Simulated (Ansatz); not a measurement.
# AgSbSeS: the cost of one run

All numbers are computed with Ansatz 0.2.0, driven from Python. Level of theory: DFT r2SCAN, plane waves, norm-conserving potentials.

**1. Starting point**

Symmetry: P4/mmm, No. 123, tetragonal system. The conventional cell has a = 3.953 Å, b = 3.953 Å, c = 5.782 Å, α = 90.00°, β = 90.00°, γ = 90.00°. Ag (site symmetry 4/mmm) has 4 Se at 2.80 Å and 2 S at 2.89 Å as nearest neighbours. Around Sb (site symmetry 4/mmm) lie 4 S at 2.80 Å and 2 Se at 2.89 Å. Around Se (site symmetry 4/mmm) lie 4 Ag at 2.80 Å and 2 Sb at 2.89 Å. Around S (site symmetry 4/mmm) lie 4 Sb at 2.80 Å and 2 Ag at 2.89 Å.

No structure file is read: the coordinates are typed or built in the script.

**2. The script**

agsbses_push.py reads:

```python
# -*- coding: utf-8 -*-
import warnings

import ansatz
import numpy as np


def main():
    warnings.simplefilter("ignore", ansatz.DeckWarning)

    system = (
        ansatz.Lattice.of([3.95337, 0.0, 0.0], [0.0, 3.95337, 0.0], [0.0, 0.0, 5.78191])
        .atom("Ag", [0.0, 0.0, 0.0])
        .atom("Sb", [0.5, 0.5, 0.5])
        .atom("Se", [0.5, 0.5, 0.0])
        .atom("S", [0.0, 0.0, 0.5])
    )

    inverse = np.linalg.inv(np.array(system.lattice.vectors))
    home = np.array(system.sites[2].position)
    values = np.linspace(-0.1, 0.1, 5)
    energies, pulls = [], []
    for shift in values:
        moved = system.move(2, to=home + shift * inverse[1])
        calculation = moved.calculation()
        calculation = calculation.functional("r2SCAN")
        calculation = calculation.accuracy("medium")
        calculation = calculation.scf(lower_state_search="off").occupations(ansatz.OccupationsMethod.FIXED)
        calculation = calculation.kpoints(4, 4, 3, shift=0.5)
        calculation = calculation.pseudopotentials("nc")
        calculation = calculation.forces()
        report = calculation.run(threads=1).report
        energies.append(report["free_energy_ev"])
        pulls.append(report["forces_ev_ang"][2][1])

    print("shift (A)   dE (eV)   force along y (eV/A)")
    for shift, e, f in zip(values, energies, pulls):
        print(f"{shift:8.3f} {e - energies[2]:10.5f} {f:12.4f}")
    print(f"stiffness from energies {2 * np.polyfit(values, energies, 2)[0]:.3f}, from forces {-np.polyfit(values, pulls, 1)[0]:.3f} eV/A^2")


if __name__ == "__main__":
    main()
```

**3. The calls as engine input**

The engine receives this input (first run):

```yaml
crystal:
  lattice:
    - [3.95337, 0.0, 0.0]
    - [0.0, 3.95337, 0.0]
    - [0.0, 0.0, 5.78191]
  atoms:
    - { symbol: Ag, position: [0.0, 0.0, 0.0] }
    - { symbol: Sb, position: [0.5, 0.5, 0.5] }
    - { symbol: Se, position: [0.5, 0.47470512499462486, 0.0] }
    - { symbol: S, position: [0.0, 0.0, 0.5] }
accuracy: medium
kpoints:
  mp_grid:
    grid: [4, 4, 3]
    shift: [0.5, 0.5, 0.5]
hamiltonian:
  xc: r2scan
  pseudopotentials:
    kind: nc
scf:
  lower_state_search: "off"
  occupations:
    method: fixed
output:
  forces: true
```

**4. Launch**

Launch:

```console
> python agsbses_push.py
```

Q: Estimate wall time and peak memory on 1 thread of Arm Neoverse V2, shared host.

About 2.5 min, with a peak of 1.2 GiB.
